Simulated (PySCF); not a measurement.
# HfCl4: a change of charge

Aim: at the relaxed geometry of HfCl4, try a change of charge. The structure is generated, not taken from experiment.

Computed with PySCF 2.14.0. Level: PBE0, Hf def2-SVP with ECP60, Cl def2-SVP; scalar-relativistic core potentials, no spin–orbit coupling.

1 further run of the same task is left out (for a known fault of the program).

**1. The starting structure**

5 atoms, charge 0, spin multiplicity 1.

Bond lengths: Hf1–Cl2 2.328 Å, Hf1–Cl3 2.328 Å, Hf1–Cl4 2.328 Å, Hf1–Cl5 2.328 Å. Angles: Cl2–Hf1–Cl3 109.5°, Cl2–Hf1–Cl4 109.5°, Cl2–Hf1–Cl5 109.5°, Cl3–Hf1–Cl4 109.5°, Cl3–Hf1–Cl5 109.5°, Cl4–Hf1–Cl5 109.5°.

As a file:

```xyz
5
Cl4Hf
Hf    0.0000    0.0000    0.0000
Cl    1.3439    1.3439    1.3439
Cl   -1.3439   -1.3439    1.3439
Cl    1.3439   -1.3439   -1.3439
Cl   -1.3439    1.3439   -1.3439
```

Formal oxidation states: Hf +4. An earlier session relaxed this geometry at PBE0, Hf def2-SVP with ECP60, Cl def2-SVP (singlet, point group Td).

Its energy there is -1887.952610 Eh.

**2. One electron removed, multiplicity 2**

run.py (the lines that set the calculation)

```python
mol = gto.M(atom='''
Hf     0.00000     0.00000     0.00000
Cl     1.34391     1.34391     1.34391
Cl    -1.34391    -1.34391     1.34391
Cl     1.34391    -1.34391    -1.34391
Cl    -1.34391     1.34391    -1.34391''',
    basis={'Hf': 'def2-SVP', 'Cl': 'def2-SVP'},
    ecp={'Hf': 'def2-SVP'},
    charge=1, spin=1)
mf = dft.UKS(mol, xc='PBE0')
mf.grids.atom_grid = (50, 194)
mf = mf.density_fit()  # fitting sets: Hf def2-universal-JKFIT, Cl def2-universal-JKFIT
mf.conv_tol = 1e-08; mf.max_cycle = 55
mf.kernel(dm0)  # dm0: the density of the relaxed state
```

On the command line:

```sh
OMP_NUM_THREADS=2 python run.py
```

Log:

```text
init E= -1887.95977907161
cycle= 1 E= -1887.50338856777  delta_E= 0.456  |g|= 0.169  |ddm|= 0.743
  HOMO = -0.530523404661  LUMO = -0.521873099359  gap/eV = 0.23539
cycle= 2 E= -1887.39941969979  delta_E= 0.104  |g|= 0.399  |ddm|= 0.878
  HOMO = -0.555788460394  LUMO = -0.515917478573  gap/eV = 1.08494
cycle= 3 E= -1887.51146458751  delta_E= -0.112  |g|= 0.13  |ddm|= 0.822
  HOMO = -0.539298962151  LUMO = -0.505830815979  gap/eV = 0.91071
cycle= 4 E= -1887.52117063892  delta_E= -0.00971  |g|= 0.0567  |ddm|= 0.24
  HOMO = -0.538744641988  LUMO = -0.503176378614  gap/eV = 0.96786
cycle= 5 E= -1887.5232121996  delta_E= -0.00204  |g|= 0.0237  |ddm|= 0.118
  HOMO = -0.540333798033  LUMO = -0.499661423881  gap/eV = 1.10675
cycle= 6 E= -1887.52368920853  delta_E= -0.000477  |g|= 0.00812  |ddm|= 0.0566
  HOMO = -0.540664753501  LUMO = -0.499383354354  gap/eV = 1.12332
cycle= 7 E= -1887.52373868184  delta_E= -4.95e-05  |g|= 0.00529  |ddm|= 0.0174
  HOMO = -0.540863594935  LUMO = -0.49910962637  gap/eV = 1.13618
cycle= 8 E= -1887.52378567348  delta_E= -4.7e-05  |g|= 0.00351  |ddm|= 0.017
  HOMO = -0.5409138129  LUMO = -0.499033776843  gap/eV = 1.13961
cycle= 9 E= -1887.52381009835  delta_E= -2.44e-05  |g|= 0.00314  |ddm|= 0.0117
  HOMO = -0.54099701953  LUMO = -0.498970908377  gap/eV = 1.14359
cycle= 10 E= -1887.5238524528  delta_E= -4.24e-05  |g|= 0.00306  |ddm|= 0.0225
  HOMO = -0.541202801406  LUMO = -0.498849710301  gap/eV = 1.15249
cycle= 11 E= -1887.52391909225  delta_E= -6.66e-05  |g|= 0.00305  |ddm|= 0.0384
...
cycle= 33 E= -1887.52460518217  delta_E= -4.54e-06  |g|= 0.000617  |ddm|= 0.0149
  HOMO = -0.543547336856  LUMO = -0.497983639699  gap/eV = 1.23985
cycle= 34 E= -1887.52460576606  delta_E= -5.84e-07  |g|= 0.000177  |ddm|= 0.00602
  HOMO = -0.543598742703  LUMO = -0.497919650894  gap/eV = 1.24299
cycle= 35 E= -1887.52460588785  delta_E= -1.22e-07  |g|= 0.000109  |ddm|= 0.00239
  HOMO = -0.543619126525  LUMO = -0.497902432028  gap/eV = 1.24401
cycle= 36 E= -1887.52460595099  delta_E= -6.31e-08  |g|= 7.5e-05  |ddm|= 0.00112
  HOMO = -0.543621649887  LUMO = -0.497878334794  gap/eV = 1.24474
cycle= 37 E= -1887.52460599716  delta_E= -4.62e-08  |g|= 6.8e-05  |ddm|= 0.000986
  HOMO = -0.543621714406  LUMO = -0.497897759992  gap/eV = 1.24421
cycle= 38 E= -1887.52460601326  delta_E= -1.61e-08  |g|= 6.69e-05  |ddm|= 0.00139
  HOMO = -0.543620432117  LUMO = -0.497884447356  gap/eV = 1.24454
cycle= 39 E= -1887.52460606536  delta_E= -5.21e-08  |g|= 6.11e-05  |ddm|= 0.00139
  HOMO = -0.543616208367  LUMO = -0.497884150723  gap/eV = 1.24443
cycle= 40 E= -1887.52460613554  delta_E= -7.02e-08  |g|= 3.16e-05  |ddm|= 0.00239
  HOMO = -0.543621663092  LUMO = -0.497876980074  gap/eV = 1.24478
cycle= 41 E= -1887.52460616093  delta_E= -2.54e-08  |g|= 2.96e-05  |ddm|= 0.00223
  HOMO = -0.543621114819  LUMO = -0.497876203538  gap/eV = 1.24478
cycle= 42 E= -1887.5246061692  delta_E= -8.26e-09  |g|= 1.66e-05  |ddm|= 0.00157
  HOMO = -0.54362197575  LUMO = -0.497876920231  gap/eV = 1.24479
Extra cycle  E= -1887.52460617119  delta_E= -1.99e-09  |g|= 2.1e-05  |ddm|= 0.00014
converged SCF energy = -1887.52460617119  <S^2> = 0.75970355  2S+1 = 2.0096801
```

Run time: 16 s. Hardware: 2 threads of Arm Neoverse V1, shared host.

Result: E = -1887.524606 Eh (+11.647 eV from the relaxed state), HOMO -14.79 eV, LUMO -13.55 eV (over both spins), ⟨S²⟩ = 0.760, Mulliken charge on Hf1 +0.98 e. 

**3. One electron added, multiplicity 2**

run.py (the lines that set the calculation), as its differences from that of step 2:

```diff
@@ -8,3 +8,3 @@
     ecp={'Hf': 'def2-SVP'},
-    charge=1, spin=1)
+    charge=-1, spin=1)
 mf = dft.UKS(mol, xc='PBE0')
```

On the command line:

```sh
OMP_NUM_THREADS=2 python run.py
```

Log:

```text
init E= -1887.95942942313
  HOMO = -0.0841503942532  LUMO = -0.0798394684929  gap/eV = 0.11731
cycle= 1 E= -1887.90888199287  delta_E= 0.0505  |g|= 0.288  |ddm|= 1.12
  HOMO = 0.169567127677  LUMO = 0.175742006731  gap/eV = 0.16803
cycle= 2 E= -1887.87814821914  delta_E= 0.0307  |g|= 0.365  |ddm|= 1.05
  HOMO = 0.0726982449209  LUMO = 0.15585610388  gap/eV = 2.26284
cycle= 3 E= -1887.96374940433  delta_E= -0.0856  |g|= 0.0401  |ddm|= 0.694
  HOMO = 0.0632894958566  LUMO = 0.15341738721  gap/eV = 2.45250
cycle= 4 E= -1887.964617111  delta_E= -0.000868  |g|= 0.0089  |ddm|= 0.0736
  HOMO = 0.0618021439773  LUMO = 0.153555246356  gap/eV = 2.49673
cycle= 5 E= -1887.96469526091  delta_E= -7.81e-05  |g|= 0.00242  |ddm|= 0.0405
  HOMO = 0.0617623589381  LUMO = 0.153480198331  gap/eV = 2.49577
cycle= 6 E= -1887.96471168875  delta_E= -1.64e-05  |g|= 0.000963  |ddm|= 0.0201
  HOMO = 0.0617782132258  LUMO = 0.153519275373  gap/eV = 2.49640
cycle= 7 E= -1887.96472373437  delta_E= -1.2e-05  |g|= 0.000738  |ddm|= 0.0198
  HOMO = 0.0617657278943  LUMO = 0.153500774806  gap/eV = 2.49624
cycle= 8 E= -1887.96473500936  delta_E= -1.13e-05  |g|= 0.000725  |ddm|= 0.0173
  HOMO = 0.0617638026674  LUMO = 0.153496462965  gap/eV = 2.49617
cycle= 9 E= -1887.96473707115  delta_E= -2.06e-06  |g|= 0.000729  |ddm|= 0.00288
  HOMO = 0.0617481962961  LUMO = 0.153546293419  gap/eV = 2.49795
cycle= 10 E= -1887.96471039176  delta_E= 2.67e-05  |g|= 0.000694  |ddm|= 0.0384
  HOMO = 0.0597864000249  LUMO = 0.153711421596  gap/eV = 2.55583
cycle= 11 E= -1887.96461161787  delta_E= 9.88e-05  |g|= 0.00211  |ddm|= 0.226
  HOMO = 0.0599036013121  LUMO = 0.15371473256  gap/eV = 2.55273
cycle= 12 E= -1887.96461405547  delta_E= -2.44e-06  |g|= 0.00202  |ddm|= 0.0147
  HOMO = 0.0601725251309  LUMO = 0.153690858293  gap/eV = 2.54476
cycle= 13 E= -1887.96462794944  delta_E= -1.39e-05  |g|= 0.00176  |ddm|= 0.0546
  HOMO = 0.0604559134076  LUMO = 0.153704924097  gap/eV = 2.53743
cycle= 14 E= -1887.96462325345  delta_E= 4.7e-06  |g|= 0.00148  |ddm|= 0.0185
  HOMO = 0.0608513745458  LUMO = 0.153716588787  gap/eV = 2.52699
cycle= 15 E= -1887.96461282292  delta_E= 1.04e-05  |g|= 0.00113  |ddm|= 0.113
  HOMO = 0.0622062923008  LUMO = 0.153731138769  gap/eV = 2.49052
cycle= 16 E= -1887.96461308659  delta_E= -2.64e-07  |g|= 0.000165  |ddm|= 0.0262
  HOMO = 0.0620872692603  LUMO = 0.153731379001  gap/eV = 2.49376
cycle= 17 E= -1887.96461309313  delta_E= -6.54e-09  |g|= 3.95e-05  |ddm|= 0.0022
  HOMO = 0.0620472951893  LUMO = 0.153729652382  gap/eV = 2.49480
Extra cycle  E= -1887.96461309452  delta_E= -1.4e-09  |g|= 1.2e-05  |ddm|= 9.46e-05
converged SCF energy = -1887.96461309452  <S^2> = 0.75194106  2S+1 = 2.0019401
```

Wall time 7.5 s (2 threads of Arm Neoverse V1, shared host).

Result: E = -1887.964613 Eh (-0.327 eV from the relaxed state), HOMO 1.69 eV, LUMO 3.97 eV (over both spins), ⟨S²⟩ = 0.752, Mulliken charge on Hf1 +0.51 e. The highest filled level lies above zero; it isn't the detachment energy.

**4. Results**

| state | energy from the relaxed state (eV) | ⟨S²⟩ | time |
| --- | --- | --- | --- |
| charge 0, singlet, vacuum (relaxed) | 0 | 0.00 |  |
| charge -1, doublet, vacuum | -0.33 | 0.75 | 7.5 s |
| charge +1, doublet, vacuum | 11.65 | 0.76 | 16 s |

An electron taken off or put on is at rest in vacuum. 

Removing an electron vertically costs 11.65 eV (doublet), against −HOMO = 9.74 eV. Adding an electron vertically releases 0.33 eV (doublet). The bases are small and lack diffuse functions. Spin–orbit coupling is left out.
